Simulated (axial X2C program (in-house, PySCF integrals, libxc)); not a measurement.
# AgNa: from the state search to constants

Aim: find the lowest determinant of AgNa, scan the bond at several levels and fit the constants, once spin-free and once with spin–orbit coupling.

Method: all-electron X2C, Ag dyall-cv3z, Na dyall-cv3z; program: an in-house X2C program for linear molecules on PySCF integrals.

All values are calculated.

**1. The job**

File task.json:

```json
{"zs": [47, 11], "q": 0, "bas": ["dyall-cv3z", "dyall-cv3z"], "levels": ["PBE0", "HF", "r2SCAN0"], "cc": true, "r0": 2.83, "thr": -1.0, "nmax": 90, "npts": 10, "nst": 2, "ntry": 6}
```

Keys: zs atomic numbers; q charge; bas basis sets; levels methods (HF also brings MP2); cc coupled cluster on or off; r0 starting distance in Å; thr threshold in hartree for freezing inner shells (an s shell follows its p shell); nmax most natural virtual spinors; npts points asked for on the curve; nst determinants followed; ntry starts of the search.

Command:

```bash
> python so2c.py task.json out
```

Spin-free means the one-electron spin-free X2C Hamiltonian; two-component (2c) means X2C with spin–orbit coupling and atomic mean-field two-electron Coulomb and Gaunt terms. Basis: Ag dyall-cv3z contracted to [12s12p8d5f3g], Na dyall-cv3z contracted to [9s8p5d2f]; Gaussian nuclei, density fitting. Masses: Ag 106.905 u, Na 22.990 u.

Notation: σ, π±, δ± give the projection m of an orbital's angular momentum (0, ±1, ±2), α and β its spin, Λ and M_S the sums; ω is the projection of a spinor's total angular momentum and Ω the sum. Logs are in hartree.

The results follow Hamiltonian by Hamiltonian and level by level.

**2. State search with PBE0**

PBE0 moves the distance from 2.830 Å to 2.685 Å and compares determinants there.

Spin-free determinants:

```json
{"ΔE (eV)": "0.00", "state": "M_S = 0, Λ = 0", "open shells": "closed shell"}
{"ΔE (eV)": "1.68", "state": "M_S = 1, Λ = 0", "open shells": "beyond closed shells: 2 × σα"}
{"ΔE (eV)": "2.63", "state": "M_S = 1, Λ = 1", "open shells": "beyond closed shells: σα, π+α"}
{"ΔE (eV)": "3.03", "state": "M_S = 0, Λ = 1", "open shells": "beyond closed shells: σα, π+β"}
{"ΔE (eV)": "5.69", "state": "M_S = 1, Λ = 2", "open shells": "beyond closed shells: σα, δ+α, δ+β, δ-α"}
{"ΔE (eV)": "5.71", "state": "M_S = 0, Λ = 2", "open shells": "beyond closed shells: σβ, δ+α, δ+β, δ-α"}
```

Two-component determinants:

| ΔE (eV) | state | open shells |
| --- | --- | --- |
| 0.00 | Ω = 0 | closed shell |
| 1.68 | Ω = 1 | excess of +ω over −ω: 2 × ω = 1/2 |
| 2.66 | Ω = 2 | excess of +ω over −ω: ω = 1/2, ω = 3/2 |
| 3.04 | Ω = 1 | excess of +ω over −ω: ω = -1/2, ω = 3/2 |
| 5.42 | Ω = 2 | excess of +ω over −ω: ω = 1/2, ω = 3/2 |
| 5.48 | Ω = 3 | excess of +ω over −ω: ω = 1/2, ω = 5/2 |
| 5.49 | Ω = 2 | excess of +ω over −ω: ω = -1/2, ω = 5/2 |

**3. PBE0, spin-free**

State followed: M_S = 0, Λ = 0 (closed shell). The scan is laid around 2.685 Å, a first estimate of the minimum, and this SCF restarts from the orbitals of the search.

The SCF at the reference distance of 2.685 Å:

```text
spin-free X2C-1e  PBE0
basis functions 222  fitting functions 983  grid points 5085
iter        total energy     max residual
   1      -5477.576366202     1.07e-05
   2      -5477.576366197     2.06e-05
   3      -5477.576366206     2.42e-06
   4      -5477.576366206     4.92e-07
converged
one-electron -7763.85132550  Coulomb 2349.12800401  exact exchange -40.52535593  xc functional -124.22140128  nuclear repulsion 101.89371249
```

Along the bond, energies from the lowest point:

```
R (Å)  E (eV)  μ (D)  HOMO (eV)  LUMO (eV)  iterations
2.336  0.2391   4.37      -4.65      -1.37          10
2.443  0.1003   4.54      -4.60      -1.42          10
2.524  0.0405   4.67      -4.56      -1.46           9
2.604  0.0089   4.79      -4.52      -1.50           9
2.685  0.0000   4.92      -4.48      -1.54           4
2.779  0.0121   5.06      -4.44      -1.59           9
2.873  0.0421   5.20      -4.40      -1.64           9
2.994  0.1008   5.37      -4.35      -1.71           9
3.141  0.1921   5.58      -4.28      -1.79           9
3.356  0.3477   5.85      -4.20      -1.91           9
```

Dipoles are positive if Na is the positive end.

Outer orbitals at the reference distance:

```json
{"symmetry": "π-α", "occupied": "yes", "ε (eV)": "-32.19", "atomic character": "100% Na p"}
{"symmetry": "π+α", "occupied": "yes", "ε (eV)": "-32.19", "atomic character": "100% Na p"}
{"symmetry": "σα", "occupied": "yes", "ε (eV)": "-32.17", "atomic character": "100% Na p"}
{"symmetry": "σα", "occupied": "yes", "ε (eV)": "-8.11", "atomic character": "98% Ag d"}
{"symmetry": "π+α", "occupied": "yes", "ε (eV)": "-8.03", "atomic character": "99% Ag d"}
{"symmetry": "π-α", "occupied": "yes", "ε (eV)": "-8.03", "atomic character": "99% Ag d"}
{"symmetry": "δ-α", "occupied": "yes", "ε (eV)": "-7.92", "atomic character": "100% Ag d"}
{"symmetry": "δ+α", "occupied": "yes", "ε (eV)": "-7.92", "atomic character": "100% Ag d"}
{"symmetry": "σα", "occupied": "yes", "ε (eV)": "-4.48", "atomic character": "54% Ag s, 34% Na s, 9% Na p"}
{"symmetry": "σα", "occupied": "no", "ε (eV)": "-1.54", "atomic character": "37% Na p, 34% Na s, 19% Ag p"}
{"symmetry": "π-α", "occupied": "no", "ε (eV)": "-0.43", "atomic character": "72% Na p, 28% Ag p"}
{"symmetry": "π+α", "occupied": "no", "ε (eV)": "-0.43", "atomic character": "72% Na p, 28% Ag p"}
{"symmetry": "σα", "occupied": "no", "ε (eV)": "0.10", "atomic character": "41% Ag p, 32% Na s, 19% Na p"}
```

PBE0 fields in the half plane through the axis: z from -2.4 to 4.8 Å across, distance from the axis 0.15 to 2.25 Å upwards; Ag lies at z = 0 and Na at z = 2.685 Å; the ELF is damped to zero where the density is low.

log10 density (e/bohr³). Ten even steps from '0' (-4.34 ) to '9' (1.78 ):
```
0011112222222222111110000
0111222233222222221111000
0112233333333322222211100
1122333444433333222221110
1123344555444333333322110
1223445666544434454432111
1223456777654445666532211
1233456797654446787543211
```

ELF. Ten even steps from ' ' (0.00 ) to '@' (0.86 ):
```
        ....::::::--==++**######**==::..          
      ......::::::--==++##%%@@%%**==--::..        
      ....::::::::::--==**%%%%++::..    ....      
    ........::::::::::--++**++..                  
    ......::::------::--==++..                    
  ........::--++**++--------    ==**==..          
  ......::--**%%%%%%**----::  ==@@@@@@**..        
  ......::==%%::%%::%%==--..  %%@@::@@%%::        
```

Re = 2.682 Å, ωe = 199.2 cm⁻¹, ωexe = 0.714 cm⁻¹, Be = 0.1239 cm⁻¹, De = 1.39 eV, μ = 4.91 D.

**4. HF, spin-free**

The SCF at the reference distance of 2.685 Å:

```text
spin-free X2C-1e  HF
basis functions 222  fitting functions 983  grid points 5085
iter        total energy     max residual
   1      -5474.931032729     4.09e-01
   2      -5474.957934672     5.20e-03
   3      -5474.959275799     2.58e-03
   4      -5474.959499402     1.42e-03
   5      -5474.959581625     2.03e-04
   6      -5474.959595706     6.30e-05
   7      -5474.959596405     3.81e-05
   8      -5474.959596553     1.70e-05
   9      -5474.959596582     4.41e-06
  10      -5474.959596584     7.86e-07
converged
one-electron -7763.85645417  Coulomb 2349.24906338  exact exchange -162.24591829  xc functional 0.00000000  nuclear repulsion 101.89371249
```

Re = 2.827 Å, ωe = 170.3 cm⁻¹, ωexe = 0.458 cm⁻¹, Be = 0.1115 cm⁻¹, De = 0.338 eV, μ = 4.06 D.

**5. r2SCAN0, spin-free**

The SCF at the reference distance of 2.685 Å:

```text
spin-free X2C-1e  r2SCAN0
basis functions 222  fitting functions 983  grid points 5085
iter        total energy     max residual
   1      -5477.941966565     1.03e-01
   2      -5477.944556431     2.26e-03
   3      -5477.944414855     4.49e-03
   4      -5477.944701547     3.56e-04
   5      -5477.944704054     1.13e-04
   6      -5477.944704189     6.05e-05
   7      -5477.944704289     1.47e-05
   8      -5477.944704294     5.68e-06
   9      -5477.944704295     5.62e-07
converged
one-electron -7764.28935895  Coulomb 2349.60738334  exact exchange -40.53805940  xc functional -124.61838177  nuclear repulsion 101.89371249
```

Re = 2.665 Å, ωe = 202.3 cm⁻¹, Be = 0.1254 cm⁻¹, De = 1.37 eV, μ = 5.22 D.

**6. Correlated methods, spin-free**

Correlated methods: 12 electrons correlated (frozen shells, counted by type: Ag 4 s, 3 p, 1 d; Na 2 s, 1 p), 300 virtual spinors in MP2, 90 natural virtuals in coupled cluster.

Output of the correlated part at 2.685 Å:

```text
correlated 12  virtual 300  natural virtual 90  E(MP2) -0.451451463  MP2 remainder -0.020865900
iter   CCSD correlation   residual
   1     -0.386578829   1.71e-01
   2     -0.399609288   6.67e-02
   3     -0.401725372   3.32e-02
   4     -0.401697404   1.23e-02
   5     -0.401905989   4.83e-03
   6     -0.401933925   1.29e-03
   7     -0.401919246   3.77e-04
   8     -0.401923368   1.53e-04
   9     -0.401922801   6.32e-05
  10     -0.401923233   1.84e-05
  11     -0.401923000   6.30e-06
  12     -0.401923008   2.62e-06
(T) -0.018823068  T1 0.0567  D1 0.1346  max T2 0.096
```

T1 in the output is the amplitude norm over the root of the electron number; divide by √2 for the Lee–Taylor value.

MP2: Re = 2.659 Å, ωe = 213.1 cm⁻¹, Be = 0.126 cm⁻¹, De = 1.41 eV.

CCSD: Re = 2.700 Å, ωe = 200.0 cm⁻¹, ωexe = 0.658 cm⁻¹, Be = 0.1222 cm⁻¹, De = 1.45 eV. T1 at Re = 0.040 (Lee–Taylor, the printed value over √2).

CCSD(T): Re = 2.688 Å, ωe = 204.0 cm⁻¹, ωexe = 0.699 cm⁻¹, Be = 0.1233 cm⁻¹, De = 1.56 eV. T1 at Re = 0.040 (Lee–Taylor, the printed value over √2).

**7. A higher determinant, spin-free**

State: M_S = 1, Λ = 0 (beyond closed shells: 2 × σα).

Output at the reference distance:

```text
spin-free X2C-1e  PBE0
basis functions 222  fitting functions 983  grid points 5085
iter        total energy     max residual
   1      -5477.514744376     1.10e-05
   2      -5477.514744381     1.58e-05
   3      -5477.514744385     2.96e-06
   4      -5477.514744386     2.25e-06
converged
one-electron -7760.85201263  Coulomb 2346.18490088  exact exchange -40.53189066  xc functional -124.20945447  nuclear repulsion 101.89371249
```

```
R (Å)  E above the lowest PBE0 point (eV)
2.336                               2.203
2.443                               1.983
2.524                               1.857
2.604                               1.757
2.685                               1.677
2.779                               1.604
2.873                               1.547
2.994                               1.493
3.141                               1.448
```

No constants are quoted: the lowest point is the long end of the scan.

**8. The spin-free curves together**

Energy (eV) of the followed determinant, spin-free, from each level's lowest point:

```
R (Å)   PBE0     HF    MP2   CCSD  CCSD(T)  r2SCAN0
2.336  0.239  0.387  0.232    n/a      n/a    0.218
2.443  0.100  0.209  0.091  0.119    0.112    0.087
2.524  0.040  0.120  0.032  0.051    0.046    0.032
2.604  0.009  0.059  0.004  0.014    0.011    0.005
2.685  0.000  0.021  0.000  0.000    0.000    0.000
2.779  0.012  0.000  0.019  0.008    0.011    0.016
2.873  0.042  0.000  0.058  0.035    0.041    0.050
2.994  0.101  0.023  0.129  0.092    0.102    0.114
3.141  0.192  0.076  0.237    n/a      n/a    0.211
3.356  0.348  0.187  0.417    n/a      n/a    0.375
```

**9. PBE0, 2c**

State followed: Ω = 0 (closed shell). The scan is laid around 2.685 Å, a first estimate of the minimum, and this SCF restarts from the orbitals of the search.

The SCF at the reference distance of 2.685 Å:

```text
two-component X2C + atomic mean field  PBE0
basis functions 222  fitting functions 983  grid points 5085
iter        total energy     max residual
   1      -5475.348849596     4.26e-06
   2      -5475.348849596     4.40e-06
converged
one-electron -7757.63669690  Coulomb 2347.89247904  exact exchange -40.50256582  xc functional -124.15421241  nuclear repulsion 101.89371249  atomic mean-field constant -2.84156600
```

Along the bond, energies from the lowest point:

```
R (Å)  E (eV)  μ (D)  HOMO (eV)  LUMO (eV)  iterations
2.336  0.2392   4.36      -4.65      -1.37          10
2.443  0.1004   4.54      -4.60      -1.42          10
2.524  0.0405   4.66      -4.56      -1.46           9
2.604  0.0090   4.79      -4.52      -1.50           9
2.685  0.0000   4.92      -4.48      -1.54           2
2.779  0.0121   5.06      -4.44      -1.59           9
2.873  0.0420   5.20      -4.40      -1.64           9
2.994  0.1007   5.37      -4.35      -1.71           9
3.141  0.1919   5.58      -4.28      -1.79           9
3.356  0.3475   5.85      -4.20      -1.91           9
```

Dipoles are positive if Na is the positive end.

Outer spinors at the reference distance:

| ω | occupied | ε (eV) | atomic character | λ mixture |
| --- | --- | --- | --- | --- |
| 1/2 | yes | -32.28 | 100% Na p | 71% π, 29% σ |
| 3/2 | yes | -32.12 | 100% Na p | 100% π |
| 1/2 | yes | -32.11 | 100% Na p | 71% σ, 29% π |
| 1/2 | yes | -8.40 | 99% Ag d | 53% π, 47% σ |
| 3/2 | yes | -8.29 | 100% Ag d | 73% δ, 27% π |
| 1/2 | yes | -7.87 | 99% Ag d | 53% σ, 47% π |
| 3/2 | yes | -7.80 | 99% Ag d | 73% π, 27% δ |
| 5/2 | yes | -7.72 | 100% Ag d | 100% δ |
| 1/2 | yes | -4.48 | 54% Ag s, 34% Na s, 9% Na p | 100% σ |
| 1/2 | no | -1.54 | 37% Na p, 34% Na s, 19% Ag p | 100% σ |
| 1/2 | no | -0.44 | 71% Na p, 29% Ag p | 100% π |
| 3/2 | no | -0.42 | 72% Na p, 27% Ag p | 100% π |
| 1/2 | no | 0.10 | 41% Ag p, 32% Na s, 19% Na p | 100% σ |

PBE0 fields in the half plane through the axis: z from -2.4 to 4.8 Å across, distance from the axis 0.15 to 2.25 Å upwards; Ag lies at z = 0 and Na at z = 2.685 Å; the ELF is damped to zero where the density is low.

log10 density (e/bohr³). Ten even steps from '0' (-4.34 ) to '9' (1.78 ):
```
0011112222222222111110000
0111222233222222221111000
0112233333333322222211100
1122333444433333222221110
1123344555444333333322110
1223445666544434454432111
1223456777654445666532211
1233456797654446787543211
```

ELF. Ten even steps from '0' (0.00 ) to '9' (0.86 ):
```
0000112223456777642100000
0001112223457898643210000
0001122222346885210011000
0011112222235651000000000
0011122333234510000000000
0111123565333300464100000
0111236888633204999610000
0111248282843108929820000
```

Re = 2.682 Å, ωe = 199.2 cm⁻¹, ωexe = 0.714 cm⁻¹, Be = 0.1239 cm⁻¹, De = 1.39 eV, μ = 4.91 D.

**10. HF, 2c**

Output at 2.685 Å:

```text
two-component X2C + atomic mean field  HF
basis functions 222  fitting functions 983  grid points 5085
iter        total energy     max residual
   1      -5472.702334655     4.10e-01
   2      -5472.729228640     5.21e-03
   3      -5472.730568212     2.56e-03
   4      -5472.730791073     1.42e-03
   5      -5472.730872875     2.03e-04
   6      -5472.730886986     6.29e-05
   7      -5472.730887690     3.81e-05
   8      -5472.730887840     1.70e-05
   9      -5472.730887870     4.41e-06
  10      -5472.730887872     7.80e-07
  11      -5472.730887872     2.49e-07
converged
one-electron -7757.63979545  Coulomb 2348.01128806  exact exchange -162.15452697  xc functional 0.00000000  nuclear repulsion 101.89371249  atomic mean-field constant -2.84156600
```

Re = 2.827 Å, ωe = 170.2 cm⁻¹, ωexe = 0.458 cm⁻¹, Be = 0.1115 cm⁻¹, De = 0.338 eV, μ = 4.06 D.

**11. r2SCAN0, 2c**

Output at 2.685 Å:

```text
two-component X2C + atomic mean field  r2SCAN0
basis functions 222  fitting functions 983  grid points 5085
iter        total energy     max residual
   1      -5475.711253756     1.03e-01
   2      -5475.713861989     2.28e-03
   3      -5475.713720699     4.49e-03
   4      -5475.714007027     3.57e-04
   5      -5475.714009534     1.12e-04
   6      -5475.714009667     6.04e-05
   7      -5475.714009766     1.47e-05
   8      -5475.714009771     5.65e-06
   9      -5475.714009772     5.58e-07
converged
one-electron -7758.07341569  Coulomb 2348.37044995  exact exchange -40.51524165  xc functional -124.54794888  nuclear repulsion 101.89371249  atomic mean-field constant -2.84156600
```

Re = 2.665 Å, ωe = 202.3 cm⁻¹, Be = 0.1254 cm⁻¹, De = 1.37 eV, μ = 5.22 D.

**12. Correlated methods, 2c**

Correlated methods: 12 electrons correlated (frozen shells, counted by type: Ag 4 s, 3 p, 1 d; Na 2 s, 1 p), 300 virtual spinors in MP2, 90 natural virtuals in coupled cluster.

Output of the correlated part at 2.685 Å:

```text
correlated 12  virtual 300  natural virtual 90  E(MP2) -0.451302445  MP2 remainder -0.020858905
iter   CCSD correlation   residual
   1     -0.386504232   1.71e-01
   2     -0.399509974   6.66e-02
   3     -0.401618858   3.32e-02
   4     -0.401589864   1.22e-02
   5     -0.401798134   4.81e-03
   6     -0.401825770   1.29e-03
   7     -0.401811150   3.78e-04
   8     -0.401815324   1.54e-04
   9     -0.401814722   6.38e-05
  10     -0.401815162   1.87e-05
  11     -0.401814925   6.48e-06
  12     -0.401814934   2.76e-06
(T) -0.018798596  T1 0.0566  D1 0.1344  max T2 0.097
```

MP2: Re = 2.659 Å, ωe = 213.0 cm⁻¹, Be = 0.126 cm⁻¹, De = 1.41 eV.

CCSD: Re = 2.701 Å, ωe = 199.9 cm⁻¹, ωexe = 0.659 cm⁻¹, Be = 0.1222 cm⁻¹, De = 1.46 eV. T1 at Re = 0.040 (Lee–Taylor, the printed value over √2).

CCSD(T): Re = 2.689 Å, ωe = 203.9 cm⁻¹, ωexe = 0.699 cm⁻¹, Be = 0.1232 cm⁻¹, De = 1.56 eV. T1 at Re = 0.040 (Lee–Taylor, the printed value over √2).

**13. A higher determinant, 2c**

State: Ω = 1 (excess of +ω over −ω: 2 × ω = 1/2).

Output at the reference distance:

```text
two-component X2C + atomic mean field  PBE0
basis functions 222  fitting functions 983  grid points 5085
iter        total energy     max residual
   1      -5475.287232200     2.10e-05
   2      -5475.287232201     2.28e-05
   3      -5475.287232207     2.31e-06
   4      -5475.287232207     9.50e-07
converged
one-electron -7754.64027593  Coulomb 2344.95227658  exact exchange -40.50909472  xc functional -124.14228464  nuclear repulsion 101.89371249  atomic mean-field constant -2.84156600
```

```
R (Å)  E above the lowest PBE0 point (eV)
2.336                               2.203
2.443                               1.983
2.524                               1.857
2.604                               1.757
2.685                               1.677
2.779                               1.604
2.873                               1.547
2.994                               1.493
3.141                               1.448
```

No constants are quoted: the lowest point is the long end of the scan.

**14. The 2c curves together**

Energy (eV) of the followed determinant, 2c, from each level's lowest point:

```
R (Å)   PBE0     HF    MP2   CCSD  CCSD(T)  r2SCAN0
2.336  0.239  0.387  0.232    n/a      n/a    0.218
2.443  0.100  0.209  0.091  0.119    0.112    0.087
2.524  0.041  0.120  0.032  0.051    0.046    0.032
2.604  0.009  0.059  0.004  0.014    0.011    0.005
2.685  0.000  0.021  0.000  0.000    0.000    0.000
2.779  0.012  0.000  0.019  0.008    0.011    0.016
2.873  0.042  0.000  0.058  0.035    0.041    0.050
2.994  0.101  0.023  0.128  0.091    0.102    0.113
3.141  0.192  0.076  0.236    n/a      n/a    0.211
3.356  0.348  0.187  0.417    n/a      n/a    0.375
```

The whole job took 3.1 min on 1 thread of Intel Xeon 6975P-C (Granite Rapids), shared host.

**15. What came out**

Lowest determinant that the search found at its distance, spin-free: M_S = 0, Λ = 0 (closed shell).

Lowest determinant that the search found at its distance, 2c: Ω = 0 (closed shell).

```
Hamiltonian    level  Re (Å)  ωe (cm⁻¹)  De (eV)  μ (D)
  spin-free     PBE0   2.682      199.2     1.39   4.91
  spin-free       HF   2.827      170.3    0.338   4.06
  spin-free      MP2   2.659      213.1     1.41    n/a
  spin-free     CCSD   2.700      200.0     1.45    n/a
  spin-free  CCSD(T)   2.688      204.0     1.56    n/a
  spin-free  r2SCAN0   2.665      202.3     1.37   5.22
         2c     PBE0   2.682      199.2     1.39   4.91
         2c       HF   2.827      170.2    0.338   4.06
         2c      MP2   2.659      213.0     1.41    n/a
         2c     CCSD   2.701      199.9     1.46    n/a
         2c  CCSD(T)   2.689      203.9     1.56    n/a
         2c  r2SCAN0   2.665      202.3     1.37   5.22
```

Dipoles are positive if Na is the positive end.

Time per point (s) on 1 thread of Intel Xeon 6975P-C (Granite Rapids), shared host (2c runs; CCSD comes with the CCSD(T) run); the times are rough: PBE0 0.54, HF 0.35, MP2 0.78, CCSD(T) 6.6, r2SCAN0 0.95.

At CCSD(T), going from spin-free to two-component changes Re by 0 mÅ, ωe by 0.0 %, which is small (part of it comes from the scalar share of the two-electron terms). De moves by 0.00 eV; both De rest on single-determinant atoms, which can miss part of an open shell's spin–orbit lowering.

De refers to Ag + Na, each in the lowest determinant found, which need not be this curve's own limit. The state is a single determinant with fixed occupations, the lowest that a limited PBE0 search found. The closed shell is kept restricted; where the fragments are open shells, the energy then runs too high at long range. De is counted from the lowest determinant-based energies of the atoms at the same level, without counterpoise correction. CCSD and (T) use frozen natural virtuals with an MP2 correction for the truncation. The meta-GGAs lack a current-density term, which matters for open shells with orbital currents, atoms included. With the outer-core shells frozen, correlated bond lengths of heavy atoms tend to come out a few hundredths of an ångström too long. T1 at Re is 0.040 (Lee–Taylor), above the customary mark of 0.02.
